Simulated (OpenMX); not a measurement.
Sheet: V, a sheet with vacuum.

```
CELL_PARAMETERS angstrom
2.29552 0.00000 0.00000
0.00000 2.29552 0.00000
0.00000 0.00000 23.80000
ATOMIC_POSITIONS crystal
V 0.50000 0.50000 0.29412
```

The cell was built by a generator and needn't be a form met in nature.

Base run:

| Item | Value |
| --- | --- |
| Program | OpenMX 3.8.5 |
| Functional | PBE |
| Potentials or basis | OpenMX 2013 PBE set, V6.0-s3p2d2, grid cutoff 400 Ry |
| k mesh | 9 × 9 × 1 |
| Occupations | fermi-dirac, width 0.05 eV |
| Spin | collinear spin, ferromagnetic start |
| Starting moments | [2.0] μB |
| Hubbard terms | V U = 0 eV |

Its results: band gap on the k mesh none (metal or under the smearing width); net moment 0.36 μB per cell; site moments V +0.36 μB.

Question: The run is repeated on the same cell with these changes: hubbard terms from V U = 0 eV to V U = 6 eV. What comes out?

Answer: Band gap on the k mesh none (metal or under the smearing width); net moment 3.30 μB per cell; site moments V +3.30 μB.

Caveats: no basis functions reach into the vacuum, so the work function isn't listed; the basis of atomic orbitals isn't converged, which shifts pressures, moduli and gaps; the U is typed as a test and isn't derived for this compound; U acts on the first radial function of the shell alone, so its value doesn't carry over to other programs (some runs).
